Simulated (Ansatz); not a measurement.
# Ti2Cd: how well frozen cores do, part 2 of 2

Aim: solve Ti2Cd at one geometry with full-potential LAPW, PAW on the default files and datasets made for this crystal, and see where they agree.

Ansatz 0.2.0; DFT LDA; a database cell (COD). «Crystal datasets» are all-electron PAW datasets made for this crystal.

### Step 4. Datasets made for this crystal

The input, input.yaml:

```yaml
crystal:
  lattice:
    - [-1.4325, 1.4325, 6.71]
    - [1.4325, -1.4325, 6.71]
    - [1.4325, 1.4325, -6.71]
  atoms:
    - { symbol: Ti, position: [0.324, 0.324, 0.0] }
    - { symbol: Ti, position: [0.676, 0.676, 0.0] }
    - { symbol: Cd, position: [0.0, 0.0, 0.0] }
kpoints:
  mp_grid: { grid: [16, 16, 16] }
  band_path:
    path:
      - [0.0, 0.0, 0.0]
      - [0.0, 0.0, 0.5]
      - [0.25, 0.25, 0.25]
      - [0.0, 0.5, 0.0]
      - [0.0, 0.0, 0.0]
      - [0.5, 0.5, -0.5]
      - [0.2613942103, 0.7386057897, -0.2613942103]
      - [-0.2613942103, 0.2613942103, 0.2613942103]
      - [0.0, 0.0, 0.0]
    npoints: 8
scf:
  occupations: { method: fermi_dirac, width: 0.08 }
hamiltonian:
  xc: lda
  pseudopotentials: { kind: all_electron, datasets: crystal }
output:
  forces: true
  stress: true
  eigenvalues: true
  efg: { contact_densities: true }
```

Launch:

```console
$ ansatz run input.yaml --threads 1 --pin off --max-ram 4096MiB --backend cpu --events-out ev --progress --plain --runs-dir out
```

The log of the run:

```text
basis.fft_grid_basis auto: the FFT boxes are laid along the combinations [[1, 0, 1], [0, 1, 1], [0, 0, 1]] of the cell's own vectors, 2.865, 2.865 and 7.009 Å long. The dense box has 16×16×40 points. Along the cell's own vectors, as sized, it would have 40×40×40, 6.25 times as many. Of the 16 symmetry operations that the crystal satisfies within crystal.symmetry.tolerance (time reversal apart; of a slab, those that keep its plane) the dense box along the cell's own vectors carries 16, and the one as laid loses 12 of those. basis.fft_grid_basis: typed keeps the cell's own vectors: state it where this run's energies or levels are differenced outside the engine with another run's, or held beside a run that keeps those vectors.
hamiltonian.pseudopotentials.datasets: crystal makes datasets for this crystal and solves the spheres of its atoms anew in each pass: cutoff 260.0 eV, the density's 1040.0 eV; for an error of 0.50 meV an atom under PBE, 1.5 meV for the cell; an energy difference from a run of another recipe may be off by several times the error for the cell, under r2SCAN by more, where some 0.1 meV an atom stays at smaller errors; Ti in spheres of 1.376 Å, 4 of its electrons in bands, 8 on its site; Cd in spheres of 1.376 Å, 12 of its electrons in bands; only band paths and densities of states list, in semicore columns, the levels of the semicore shells that are solved separately: 3s of Ti, 3p of Ti
band count auto-derived: 19 (N_el = 20.0; filled up to band 10; 14 by the electrons, moments and atoms)
Cd: output.efg is read without spin–orbit coupling, which moves field gradients at and beside such atoms by some per cent and up to a factor of two; PAW files take it under magnetization.noncollinear and magnetization.spin_orbit
Engine: ansatz 0.2.0
Pseudopotentials: kind: all_electron
Pseudopotential: Ti, paw, valence charge 12, recommended cutoff 260 eV (normal), Koelling and Harmon's equation, gaussian nucleus
Pseudopotential: Cd, paw, valence charge 12, recommended cutoff 260 eV (normal), Koelling and Harmon's equation, gaussian nucleus
Functional definition: SPW92
  exchange = slater_x
  correlation = pw_c
Crystal: 3 atoms, lattice volume = 55.077 Å³
Basis set: ecut = 260 eV, 533 PW (Γ), FFT grids on a1+a3, a2+a3, a3
Bands: 19, of which v1, the nominal top of the filled ones, is band 10 counted from 1 (9 counted from 0)
Symmetry: 16 space group operations
Space group: I4/mmm (ITA 139), of the structure as read, at distance tolerance 3.8e-5 Å
k-points: 349 of 4096
Non-local potential: Ti, projectors of the file, l = 0: 1, l = 1: 1, l = 2: 2
Non-local potential: Cd, projectors of the file, l = 0: 1, l = 1: 1, l = 2: 2
PAW form: soft (Blöchl's): semilocal exchange-correlation on the pseudo side does not see the compensation charge
PAW one-centre angular grid: Ti, 590 points (default); XC on its mesh's 1951 points in the sphere
PAW one-centre angular grid: Cd, 590 points (default); XC on its mesh's 1869 points in the sphere
Initial density: superposition of atomic densities (neutral atoms: chi_scale 0, normalization atom)
Initial wavefunctions: pseudopotential atomic-orbital guess
Functional: x = slater, c = lda
iter 1 solved again at ethr=6.29e-2 eV; its pass at ethr=1.00e-1 eV (dr2=1.26e1 eV) is discarded
SCF iter   1: F=—  HF=-198469.908261 eV  |F-HF|=—  |Δ(HF+E_count)|=         —  Δρ=6.48e-2  dr2=1.24e1  ethr=6.29e-2  ⟨swp⟩=2.0  Hψ=37038  notcnv=0
preconditioner: auto → Kerker (q_TF=auto, 2.304 Å⁻¹)  [metal: Δε(μ)=0.001 eV  Ē_g=6.467 eV  σ=0.080 eV  W_gap=0.00  n_scr=12 (ndim 8)  ℏωp=22.4 eV  f_vac=0.000  D(μ)=2.87/eV (n_scr^D=22)]
SCF iter   2: F=—  HF=-198468.275280 eV  |F-HF|=—  |Δ(HF+E_count)|=    1.63e0  Δρ=3.48e-2  dr2=4.21e0  ethr=6.18e-2  ⟨swp⟩=2.0  Hψ=13262  notcnv=0
iter 3 solved again at ethr=1.50e-3 eV; its pass at ethr=2.10e-2 eV (dr2=3.00e-1 eV) is discarded
SCF iter   3: F=—  HF=-198467.471335 eV  |F-HF|=—  |Δ(HF+E_count)|=   8.04e-1  Δρ=9.59e-3  dr2=2.87e-1  ethr=1.50e-3  ⟨swp⟩=2.6  Hψ=31311  notcnv=0  defer=6
SCF iter   4: F=—  HF=-198467.413087 eV  |F-HF|=—  |Δ(HF+E_count)|=   5.82e-2  Δρ=3.77e-3  dr2=9.29e-3  ethr=1.44e-3  ⟨swp⟩=2.9  Hψ=13821  notcnv=0  defer=29
SCF iter   5: F=—  HF=-198467.414448 eV  |F-HF|=—  |Δ(HF+E_count)|=   1.36e-3  Δρ=1.48e-3  dr2=1.59e-3  ethr=4.64e-5  ⟨swp⟩=3.1  Hψ=13895  notcnv=0  defer=2
SCF iter   6: F=—  HF=-198467.415565 eV  |F-HF|=—  |Δ(HF+E_count)|=   1.12e-3  Δρ=4.91e-4  dr2=1.45e-4  ethr=7.94e-6  ⟨swp⟩=2.9  Hψ=15109  notcnv=0  defer=3
SCF iter   7: F=—  HF=-198467.415576 eV  |F-HF|=—  |Δ(HF+E_count)|=   1.20e-5  Δρ=1.65e-4  dr2=1.66e-5  ethr=7.24e-7  ⟨swp⟩=3.0  Hψ=12888  notcnv=0  defer=2
SCF iter   8: F=—  HF=-198467.415580 eV  |F-HF|=—  |Δ(HF+E_count)|=   3.93e-6  Δρ=7.88e-5  dr2=4.75e-6  ethr=8.31e-8  ⟨swp⟩=2.9  Hψ=10886  notcnv=0  defer=2
SCF iter   9: F=—  HF=-198467.415580 eV  |F-HF|=—  |Δ(HF+E_count)|=   8.10e-7  Δρ=1.59e-5  dr2=2.13e-7  ethr=2.37e-8  ⟨swp⟩=2.9  Hψ=10949  notcnv=0  defer=2
SCF iter  10: F=-198467.415580 eV  HF=-198467.415580 eV  |F-HF|=4.39e-8  |Δ(HF+E_count)|=   4.56e-8  Δρ=7.83e-6  dr2=4.54e-8  ethr=1.06e-9  ⟨swp⟩=3.4  Hψ=14153  notcnv=0  defer=2
SCF 1 converged in 10 iterations: F = -198467.415582 eV  dr2 = 4.54e-8
  Residual-converged pass: ⟨swp⟩=3.7  Hψ=13941  notcnv=0  max |occ|·‖R‖ = 6.5e-6 eV (tolerance 6.5e-6 eV)  dr2=4.60e-8  dr2_onsite=1.86e-8  max |Δocc| = 4.1e-9
NSCF: frozen V_eff on 65 k-points
SCF converged after 10 iterations
Free energy (F): -198467.415582 eV
Harris-Foulkes:  -198467.415582 eV  (|F-HF|=4.39e-8)
Internal energy: -198467.367193 eV  (E = F + TS)
E sigma→0 (E₀):  -198467.391388 eV
Entropy (-TS):   -0.048389 eV (-16.130 meV/atom)
Past the cutoff: the bands carry plane waves up to 1.75 times it, of which those up to 1.5 times it add -0.000256 eV an atom, each by itself; the spheres take 0.000275 eV an atom off the energy for waves past 1.75 times it
By the cutoff:   a pressure is off by up to 0.007 GPa (1.2 times the spheres' own share and the shells' term, over an atom's volume, and 0.004 GPa: a bound that held against runs at twice the plane waves)
Past the cutoffs: a stress includes 0.0012 GPa for waves and charges beyond them, in addition to the slope of what the spheres take
In the spheres:  the bands' charges fall short by 1.1e-7 e at most (sound up to 1e-3), those of shells solved beside the bands by 1.9e-6 e (sound up to 5e-4)
Fermi energy:    14.448599 eV
--- Per-component energies (eV) ---
  The terms above E_closure are by the made datasets' own strengths, without shells solved beside the bands.
--- Forces (eV/Å), atoms counted from 1 ---
  atom   1  Ti    -0.00000000     0.00000000    -0.24332502
  atom   2  Ti     0.00000000     0.00000000     0.24332502
  atom   3  Cd    -0.00000000     0.00000000     0.00000000
  max |Σ_I F_I| component: 2.78e-17 eV/Å
--- Stress (GPa, compression-positive) ---
       -8.169198       0.000000       0.000000
        0.000000      -8.169198      -0.000000
        0.000000      -0.000000      -7.972554
  P = ⅓ Tr σ = -8.1036 GPa (-81.036 kbar)
  It holds what live shells' own plane waves past their cutoff add
--- PAW observables at the nuclei: V_zz in 10²¹ V/m², potentials from the cell's mean, atoms counted from 1 ---
  atom   1  Ti V_zz =    -0.302570   η = 0.0000   by run symmetry: allowed
            electrostatic potential = -2528.851010 V   contact ρ = 56470.819257 e/Å³
  atom   2  Ti V_zz =    -0.302570   η = 0.0000   by run symmetry: allowed
            electrostatic potential = -2528.851010 V   contact ρ = 56470.819257 e/Å³
  atom   3  Cd V_zz =   -10.094515   η = 0.0000   by run symmetry: allowed
            electrostatic potential = -7705.401912 V   contact ρ = 1031724.213722 e/Å³
--- Band table (eV; the first three rows and the last of 349) ---
  k-point 0: bands = ["4.8491", "5.2494", "6.2614", "6.2614", "6.5526", "6.8731", "10.9027", "11.2885", "13.0358", "13.7719", "14.4570", "15.8403", "15.8403", "16.3381", "17.0859", "17.2613", "17.2613"]
  k-point 1: bands = ["4.9099", "5.3163", "6.2155", "6.2341", "6.5070", "7.0104", "11.0646", "11.3977", "13.1173", "13.8299", "14.5187", "15.7572", "15.9446", "16.1566", "16.8704", "17.2315", "17.5141"]
  k-point 2: bands = ["5.0893", "5.4851", "6.0970", "6.1568", "6.3649", "7.4447", "11.5209", "11.7121", "13.3493", "13.9905", "14.6924", "15.5435", "15.8237", "16.1684", "16.5069", "17.1495", "17.3979"]
  k-point 348: bands = ["4.8488", "5.2462", "6.2618", "6.2618", "6.5526", "7.2546", "9.1891", "12.4612", "13.0581", "14.4275", "14.6110", "15.7515", "15.7515", "16.4347", "17.0828", "17.4215", "17.4215"]
```

It took 69 s on 1 thread of Arm Neoverse V1, shared host; peak memory 1.1 GiB.

In short: pressure -8.10 GPa; no gap; largest force 0.243 eV/Å; Vzz Ti1 -0.30 (η = 0.00), Cd3 -10.09 (η = 0.00) (10²¹ V/m²).

```
atom  contact density (e/Å³)
 Ti1                56470.82
 Cd3                 1031724
```

### Step 5. The methods compared

```
          method  pressure (GPa)  largest force (eV/Å)  Vzz Ti1 (10²¹ V/m²)  Vzz Cd3 (10²¹ V/m²)  SCF cycles, by the record's count
            LAPW           -8.11                 0.244                    –                    –                                 11
             PAW           -8.11                 0.245                -0.31                -9.79                                  7
crystal datasets           -8.10                 0.243                -0.30               -10.09                                 10
```

### Step 6. Outcome

The summary covers parts 1 to 2.

| quantity | value |
| --- | --- |
| pressure | LAPW -8.11, PAW -8.11, crystal datasets -8.10 GPa |
| gap (LAPW) | none |
| largest force | LAPW 0.244, PAW 0.245, crystal datasets 0.243 eV/Å |
| highest ELF (PAW) | 0.77, 1.69 Å from Ti |

What this shows: At this geometry the cell is under tension of 8.1 GPa, so it would shrink if let go. Bands cross the Fermi level: the crystal is a metal at this level. Within 0.3 eV of the Fermi level the largest projected share is Ti 3d (93 %). The projection holds only the free atom's occupied shells (Ti 4s, Ti 3d, Cd 5s, Cd 4d in this range). The field gradient at Cd3, the largest by crystal datasets, is -9.79 by PAW and -10.09 by crystal datasets (10²¹ V/m²), within 5 %. No spin–orbit coupling: at heavy atoms the gradients can be off by tens of per cent for that reason. In pressure, PAW differs from LAPW by less than 0.01 GPa. The forces differ by at most 2 meV/Å in a component, on a largest force of 0.244 eV/Å. The price, with the outputs that each input asks for: 3.1 min for LAPW against 66 s for PAW, about 2.8 to one.
